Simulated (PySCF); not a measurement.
# Eu(2+): excitation energy in x2c-TZVPPall

Each state of europium is computed at each level; their differences give the excitation energy. How far do the methods differ?

Method: unrestricted determinants in a Gaussian basis, no spin-orbit coupling in the energies. Code: PySCF 2.14.0.

## 1. The atom as given

| Item | Value |
| --- | --- |
| Element | europium (Z = 63) |
| Basis | x2c-TZVPPall (11s7p7d4f2g, 113 functions) |
| Hamiltonian | scalar relativity by spin-free X2C-1e |
| State 1 | Eu(2+): [Xe] 4f6 6s1, high-spin 8F determinant (an excited configuration) |
| Needed too, but not shown | Eu(2+) [Xe] 4f7 (8S) |
| Methods | TPSS, PBEsol, BHandHLYP |

Outer shells as boxes (Hund's rule):

Eu2+ [Xe] 4f6 6s1
```
[Xe] core
4f [↑ ][↑ ][↑ ][↑ ][↑ ][↑ ][  ]
6s [↑ ]
```

The runs were made by one driver on top of PySCF. The scripts below sum up each run's settings (the driver also hands on starting orbitals that pick excited configurations, and frozen orbitals as a list rather than a count), and the logs come from the driver's own runs. The driver starts from symmetry-adapted Hartree-Fock orbitals, holds the occupation by maximum overlap and uses a logarithmic radial grid for functionals, so a plain start would take other cycles.

The integrals over 113 functions and the set-up took 28 s of CPU time.

## 2. Eu(2+) [Xe] 4f6 6s1, method by method

Level: TPSS.

The input, input.py:

```python
from pyscf import gto, scf, dft, mp, cc
import basis_set_exchange as bse
mol = gto.M(atom="Eu 0 0 0", charge=2, spin=7, symmetry="D2h",
            basis=gto.basis.parse(bse.get_basis("x2c-TZVPPall", elements=["Eu"], fmt="nwchem")),
            nucmod="G")
mf = dft.UKS(mol, xc="TPSS").sfx2c1e()
mf.irrep_nelec = {'Ag': (10, 9), 'B1g': (2, 2), 'B2g': (2, 2), 'B3g': (2, 2), 'Au': (1, 0), 'B1u': (6, 4), 'B2u': (6, 4), 'B3u': (5, 4)}
mf.kernel()
```

Level: PBEsol.

Changes to input.py:

```diff
@@ -5,3 +5,3 @@
             nucmod="G")
-mf = dft.UKS(mol, xc="TPSS").sfx2c1e()
+mf = dft.UKS(mol, xc="PBEsol").sfx2c1e()
 mf.irrep_nelec = {'Ag': (10, 9), 'B1g': (2, 2), 'B2g': (2, 2), 'B3g': (2, 2), 'Au': (1, 0), 'B1u': (6, 4), 'B2u': (6, 4), 'B3u': (5, 4)}
```

Level: BHandHLYP.

Changes to input.py:

```diff
@@ -5,3 +5,3 @@
             nucmod="G")
-mf = dft.UKS(mol, xc="PBEsol").sfx2c1e()
+mf = dft.UKS(mol, xc="BHANDHLYP").sfx2c1e()
 mf.irrep_nelec = {'Ag': (10, 9), 'B1g': (2, 2), 'B2g': (2, 2), 'B3g': (2, 2), 'Au': (1, 0), 'B1u': (6, 4), 'B2u': (6, 4), 'B3u': (5, 4)}
```

What does the calculation give?

As calculated:

| quantity | value |
| --- | --- |
| excitation energy, Eu(2+) → [Xe] 4f6 6s1 | UHF 4.348, BHandHLYP 5.592 eV |

The methods span 2.658 eV, from UHF (4.348) to PBEsol (7.006). No reference value is at hand in this session. The basis is finite, and no extrapolation was made.
